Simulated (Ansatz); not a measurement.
# Li2Pd: response to strain

Aim: deform Li2Pd (equal xy, yz and zx engineering shear strains of -1 %) and compute stress, forces and field gradients with LAPW, PAW and all-electron datasets made for the crystal.

Program: Ansatz 0.2.0. Level of theory: DFT LDA, scalar-relativistic. These are calculated values, not measurements.

**1. The structure to begin with**

Symmetry: P6/mmm, No. 191, hexagonal system. The conventional cell has a = 4.227 Å, b = 4.227 Å, c = 2.732 Å, α = 90.00°, β = 90.00°, γ = 120.00°. Li (site symmetry -6m2) has 5 Li at 2.44 to 2.73 Å and 6 Pd at 2.80 Å in its first shell of neighbours. Pd (site symmetry 6/mmm) has 2 Pd at 2.73 Å and 12 Li at 2.80 Å in its first shell of neighbours.

As a file:

```xyz
3
Lattice="4.2267 0.0000 0.0000 -2.1134 3.6604 0.0000 0.0000 0.0000 2.7319" Properties=species:S:1:pos:R:3 pbc="T T T"
Li    0.0000    2.4403    1.3659
Li    2.1134    1.2201    1.3660
Pd    0.0000    0.0000    0.0000
```

Atoms are numbered in the order of the input: Li1, Li2, Pd3.

**2. The deformed structure**

Space group P6/mmm before, P-1 after.

**3. Full-potential LAPW**

File input.yaml:

```yaml
crystal:
  lattice:
    - [4.2267001844, -0.0211335009, -0.0211335009]
    - [-2.1316522409, 3.6709964844, -0.0077353982]
    - [-0.0136595, -0.0136595, 2.7319]
  atoms:
    - { symbol: Li, position: [0.3333333333, 0.6666666667, 0.5] }
    - { symbol: Li, position: [0.6666666667, 0.3333333333, 0.5] }
    - { symbol: Pd, position: [0.0, 0.0, 0.0] }
kpoints:
  mp_grid: { grid: [11, 11, 15] }
  band_path:
    path:
      - [0.0, 0.0, 0.0]
      - [0.0, 0.0, 0.5]
      - [-0.5, 0.5, 0.0]
      - [0.0, 0.0, 0.0]
      - [0.0, -0.5, 0.0]
      - [-0.5, 0.0, 0.5]
      - [0.0, 0.0, 0.0]
      - [-0.5, 0.0, 0.0]
      - [0.0, -0.5, 0.5]
    npoints: 5
scf:
  occupations: { method: fermi_dirac, width: 0.08 }
hamiltonian:
  xc: lda
  pseudopotentials: { kind: all_electron, lapw: { basis_error: 0.0005 } }
output:
  forces: true
  stress: true
  eigenvalues: true
```

Command:

```console
> ansatz run input.yaml --threads 1 --pin off --max-ram 4096MiB --backend cpu --events-out ev --progress --plain --runs-dir out
```

**4. Frozen-core PAW**

File input.yaml:

```yaml
crystal:
  lattice:
    - [4.2267001844, -0.0211335009, -0.0211335009]
    - [-2.1316522409, 3.6709964844, -0.0077353982]
    - [-0.0136595, -0.0136595, 2.7319]
  atoms:
    - { symbol: Li, position: [0.3333333333, 0.6666666667, 0.5] }
    - { symbol: Li, position: [0.6666666667, 0.3333333333, 0.5] }
    - { symbol: Pd, position: [0.0, 0.0, 0.0] }
kpoints:
  mp_grid: { grid: [11, 11, 15] }
scf:
  occupations: { method: fermi_dirac, width: 0.08 }
hamiltonian:
  xc: lda
  pseudopotentials: { kind: paw }
output:
  forces: true
  stress: true
  eigenvalues: true
  efg: { contact_densities: true }
```

**5. Datasets made for this crystal**

Changes to input.yaml since step 4:

```diff
@@ -15,3 +15,3 @@
   xc: lda
-  pseudopotentials: { kind: paw }
+  pseudopotentials: { kind: all_electron, datasets: crystal }
 output:
```

(Steps that only read results are left out.)

What does the calculation give? Wanted: pressure; largest shear or deviatoric stress.

The runs gave:

| quantity | value |
| --- | --- |
| pressure | LAPW -4.94, PAW -4.94, crystal datasets -4.94 GPa |
| largest shear or deviatoric stress (LAPW) | 2.09 GPa |

The largest part of the stress beyond the pressure is 2.09 GPa in size, in the zz component; the atoms are carried along and not relaxed. No run of the undeformed cell stands beside it, so pressure and stress hold what the given cell had before the change, as far as its symmetry allows. PAW: stress within 0.01 GPa of LAPW, forces within 1 meV/Å. Crystal datasets: stress within 0.01 GPa of LAPW, forces within 1 meV/Å.
